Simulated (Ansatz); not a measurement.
# Ti3O5: properties at the relaxed cell

The task here is to estimate one member of a computed series from the others.

Program: Ansatz 0.2.0. Level of theory: DFT PBEsol, scalar-relativistic, plane waves, PAW. These are calculated values, not measurements.

## The starting structure

Symmetry: C2/c, No. 15, monoclinic system. The conventional cell has a = 10.056 Å, b = 4.999 Å, c = 7.174 Å, α = 90.00°, β = 112.19°, γ = 90.00°. Around Ti (site symmetry 1) lie 6 O at 1.88 to 2.15 Å. Around Ti (site symmetry -1) lie 6 O at 1.98 to 2.02 Å. Around O (site symmetry 1) lie 3 Ti at 1.88 to 1.98 Å. O (site symmetry 1) has 4 Ti at 1.99 to 2.15 Å in its first shell of neighbours. Around O (site symmetry 2) lie 4 Ti at 2.02 to 2.05 Å.

Structure file:

```xyz
16
Lattice="5.0278 -2.4996 -0.0121 5.0278 2.4996 -0.0121 -2.6940 0.0000 6.6491" Properties=species:S:1:pos:R:3 pbc="T T T"
Ti    8.0159    0.0650    1.8605
Ti    0.6927    0.0650    1.4400
Ti   -0.6543   -0.0650    4.7646
Ti    6.6688   -0.0650    5.1850
Ti    5.0278    0.0000   -0.0121
Ti    3.6808    0.0000    3.3125
O     6.5254    0.8174    1.0013
O     2.1831    0.8174    2.2992
O     0.8361   -0.8174    5.6237
O     5.1784   -0.8174    4.3258
O     3.3156   -1.7125    6.2412
O     2.6990   -1.7125    3.7084
O     4.0460    1.7125    0.3839
O     4.6626    1.7125    2.9166
O     3.0073    0.9282    4.9748
O     4.3543   -0.9282    1.6502
```

This cell was relaxed beforehand with the same method: volume 10.44 Å³/atom, gap on the mesh none (metal).

The first run:

File input.yaml:

```yaml
crystal:
  lattice:
    - [4.9770134662, -2.4743532202, -0.0119332031]
    - [4.9770134662, 2.4743532202, -0.0119332031]
    - [-2.6668057401, 0.0, 6.5819674269]
  atoms:
    - { symbol: Ti, position: [0.8599640246, 0.8859636209, 0.2829689853] }
    - { symbol: Ti, position: [0.1140363791, 0.1400359754, 0.2170310147] }
    - { symbol: Ti, position: [0.1400359754, 0.1140363791, 0.7170310147] }
    - { symbol: Ti, position: [0.8859636209, 0.8599640246, 0.7829689853] }
    - { symbol: Ti, position: [0.5, 0.5, 0.0] }
    - { symbol: Ti, position: [0.5, 0.5, 0.5] }
    - { symbol: O, position: [0.5264372615, 0.8534649692, 0.1530900631] }
    - { symbol: O, position: [0.1465350308, 0.4735627385, 0.3469099369] }
    - { symbol: O, position: [0.4735627385, 0.1465350308, 0.8469099369] }
    - { symbol: O, position: [0.8534649692, 0.5264372615, 0.6530900631] }
    - { symbol: O, position: [0.9243122404, 0.2392150472, 0.9407540777] }
    - { symbol: O, position: [0.7607849528, 0.0756877596, 0.5592459223] }
    - { symbol: O, position: [0.0756877596, 0.7607849528, 0.0592459223] }
    - { symbol: O, position: [0.2392150472, 0.9243122404, 0.4407540777] }
    - { symbol: O, position: [0.314324943, 0.685675057, 0.75] }
    - { symbol: O, position: [0.685675057, 0.314324943, 0.25] }
basis:
  ecutwfc: 420
kpoints:
  mp_grid: { grid: [8, 8, 6] }
hamiltonian:
  xc: pbesol
scf:
  occupations: { method: gaussian, width: 0.1 }
output:
  forces: true
  stress: true
  eigenvalues: true
relax:
  adjacent_minimum: "off"
  f_tol: 0.01
  max_steps: 30
  cell: { stress_tol: 0.1, fix: [volume] }
```

Run with:

```
> ansatz run input.yaml --threads 4 --pin off --max-ram 10240MiB --backend cpu --events-out ev --progress --plain --runs-dir out
```

Steps of the session up to this table: The cell scaled to 0.97 of its volume; The cell scaled to 1.03 of its volume; The cell scaled to 0.94 of its volume; Point at V/V0 = 1.06; Volume × 0.91; Volume × 1.10; The cell scaled to 0.88 of its volume.

One table of the session follows, with a row left open; its other results are not shown here.

It belongs to the step «Energy against volume». 

```
volume (Å³/atom)  energy above the lowest point (meV/atom)  pressure (GPa)
           9.183                                     112.6           31.21
           9.496                                      60.8           22.14
           9.809                                         ?               ?
          10.122                                       6.1            6.53
          10.435                                       0.0           -0.01
          10.748                                       5.9           -5.72
          11.061                                      22.1          -10.62
          11.479                                      57.1          -15.92
```

Estimate the missing values for volume (Å³/atom) = 9.809.

Worked estimate for «energy above the lowest point (meV/atom)». A straight line through the neighbours (9.496, 60.8) and (10.122, 6.1) gives 60.8 + (6.1 − 60.8) × (9.809 − 9.496) / (10.122 − 9.496) = 33.5; a parabola fitted to 4 rows on both sides gives 25.8.

The run gave: energy above the lowest point (meV/atom): 25.8; pressure (GPa): 13.93. In «energy above the lowest point (meV/atom)» the line misses by +7.7 and the parabola by 0.0.

Caveats from the session: Spin polarisation is off in the runs that give these values; a magnetic solution could lie lower.
